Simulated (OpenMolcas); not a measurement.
**Mo²⁺ among point charges: CASSCF and CASPT2 levels and susceptibility**

Aim: the splitting of the states of Mo²⁺ in the field of 6 point charges, its lowest levels with spin-orbit coupling and its magnetic susceptibility.

Program: OpenMolcas 26.06. Level of theory: state-averaged CASSCF and CASPT2, spin-orbit coupling by RASSI with atomic mean-field integrals. These are calculated values, not measurements, unless marked.

## Step 1: The atom as given

* Species: Mo²⁺ (molybdenum, Z = 42, 40 electrons)
* Basis: ANO-RCC-VTZP [7s6p4d2f1g], 68 functions
* Scalar Hamiltonian: DKH2, point nucleus
* Inactive shells: 1s 2s 2p 3s 3p 3d 4s 4p
* Active space: 4 electrons in 5 orbitals (4d)
* Some configurations of this space: 4d⁴
* Orbitals: optimised for each spin and parity, averaged over all roots

Outer shells as boxes (Hund's rule):

4d4
```
4d [↑ ][↑ ][↑ ][↑ ][  ]
```

The ion sits among 6 point charges of -1 e arranged as an octahedron (Oh), 2.05 Å from the ion.

The work runs as a chain of OpenMolcas steps in one folder; each step below is one input file. Labels, J, g values, rates, χT and fits are worked out afterwards by a script from the matrices that RASSI stores. The input lists half of the charges; inversion (Group=XYZ) makes the rest.

## Step 2: GATEWAY and SEWARD: basis and integrals

Input file a.inp:

```
&GATEWAY
Coord
1

Mo 0.0 0.0 0.0
Basis=ANO-RCC-VTZP
Group=XYZ
NoMove
AngMom=0.0 0.0 0.0
AMFI
XField
3 Angstrom 0
2.050000 0.000000 0.000000 -1.000000
0.000000 2.050000 0.000000 -1.000000
0.000000 0.000000 2.050000 -1.000000
&SEWARD
```

On the command line:

```bash
OMP_NUM_THREADS=1 MOLCAS_MEM=1689 MOLCAS_PROJECT=a pymolcas a.inp > a.log
```

## Step 3: Reference wave functions, quintets of even parity, 5 roots

Input file a.inp:

```
&RASSCF
FileOrb=start.orb
Symmetry=1
Spin=5
nActEl=4 0 0
Inactive=9 9
Ras2=5 0
CIRoot=5 5 1
SDav=5
CIMx=300
Iter=120 100
PrWF=0.3
OrbListing=Nothing
MaxOrb=0
>>> COPY $Project.JobIph JOB001
```

start.orb holds the contracted functions of the basis, ordered by shell, or the orbitals of the step before.

## Step 4: CASSCF: triplets of even parity, 45 roots

Input file a.inp:

```
&RASSCF
FileOrb=start.orb
Symmetry=1
Spin=3
nActEl=4 0 0
Inactive=9 9
Ras2=5 0
CIRoot=45 45 1
SDav=45
CIMx=300
Iter=120 100
PrWF=0.3
OrbListing=Nothing
MaxOrb=0
>>> COPY $Project.JobIph JOB002
```

## Step 5: Reference wave functions, singlets of even parity, 50 roots

Input file a.inp:

```
&RASSCF
FileOrb=start.orb
Symmetry=1
Spin=1
nActEl=4 0 0
Inactive=9 9
Ras2=5 0
CIRoot=50 50 1
SDav=50
CIMx=300
Iter=120 100
PrWF=0.3
OrbListing=Nothing
MaxOrb=0
>>> COPY $Project.JobIph JOB003
```

## Step 6: RASSI: spin-orbit coupling between the states

Input file a.inp:

```
&RASSI
NrOfJobIphs=3 5 45 50
1 2 3 4 5
1 2 3 4 5 6 7 8 9 10 11 12 13 14 15 16 17 18 19 20 21 22 23 24 25 26 27
28 29 30 31 32 33 34 35 36 37 38 39 40 41 42 43 44 45
1 2 3 4 5 6 7 8 9 10 11 12 13 14 15 16 17 18 19 20 21 22 23 24 25 26 27
28 29 30 31 32 33 34 35 36 37 38 39 40 41 42 43 44 45 46 47 48 49 50
IphNames
JOB001
JOB002
JOB003
EJob
SpinOrbit
DIPRint=1.0
SOCoupling=1000.0
Subsets=2
Property=9
'ANGMOM' 1 'ANGMOM' 2 'ANGMOM' 3 'MLTPL  1' 1 'MLTPL  1' 2 'MLTPL  1' 3
'AMFI' 1 'AMFI' 2 'AMFI' 3
SOProperty=3
'ANGMOM' 1 'ANGMOM' 2 'ANGMOM' 3
```

## Step 7: CASPT2: IPEA 0.25, imaginary shift 0.1 (closed shells correlated: 4s 4p)

Input file a.inp:

```
>>> COPY JOB001 $Project.JobIph
&CASPT2
Multistate=5 1 2 3 4 5
NoMult
Frozen=8 6
IPEA=0.25
Imaginary=0.1
MaxIter=60
WThr=0.0 0.3 0.05
PrWF=0.5
NoMix
>>> COPY JOB002 $Project.JobIph
&CASPT2
Multistate=45 1 2 3 4 5 6 7 8 9 10 11 12 13 14 15 16 17 18 19 20 21 22
23 24 25 26 27 28 29 30 31 32 33 34 35 36 37 38 39 40 41 42 43 44 45
NoMult
Frozen=8 6
IPEA=0.25
Imaginary=0.1
MaxIter=60
WThr=0.0 0.3 0.05
PrWF=0.5
NoMix
>>> COPY JOB003 $Project.JobIph
&CASPT2
Multistate=50 1 2 3 4 5 6 7 8 9 10 11 12 13 14 15 16 17 18 19 20 21 22
23 24 25 26 27 28 29 30 31 32 33 34 35 36 37 38 39 40 41 42 43 44 45 46
47 48 49 50
NoMult
Frozen=8 6
IPEA=0.25
Imaginary=0.1
MaxIter=60
WThr=0.0 0.3 0.05
PrWF=0.5
NoMix
```

(Steps that only read results are left out.)

What does the calculation give? Wanted: spin-free ground state; first state of the same spin within the active space; lowest level; next level.

**Answer**, as computed:

| quantity | value |
| --- | --- |
| method | SS-CASPT2, IPEA 0.25, imaginary shift 0.1 (closed shells correlated: 4s 4p) |
| spin-free ground state | 5E, 2-fold in its orbital part |
| first state of the same spin within the active space | 5T2 at 8050 cm⁻¹ |
| lowest level | 1-fold A1 |
| next level | 85.8 cm⁻¹ |
| χT at 300 K | 2.67 cm³ K/mol |
| effective moment at 300 K | 4.62 μB |

Cost by method:

```tsv
method	time of its own steps	time with the reference
A. CASSCF	21 s	21 s
B. SS-CASPT2, IPEA 0.25, imaginary shift 0.1, +4s 4p	12 s	33 s
```

Times are of one thread on a shared host.

In words: The spin-free ground state (5E) comes to 100 % from free-ion D terms and keeps the highest spin of the shell. χT at 300 K is 2.67, against 3.01 cm³ K/mol for the spin alone, so spin-orbit coupling lowers it. An active space of the d shell alone favours high spin; real ions in strong fields can be low spin. CASPT2 does not keep the components of a term degenerate, and the means are used. An orbital doublet at a regular site is open to a Jahn-Teller distortion, which this geometry leaves out. The field of point charges can differ much from that of real complexes. With metal d orbitals alone active, the gaps between spin states are rough; where two lie within a few thousand cm-1, their order is open. Point charges carry no covalency, so the field is a model and not that of real ligands.
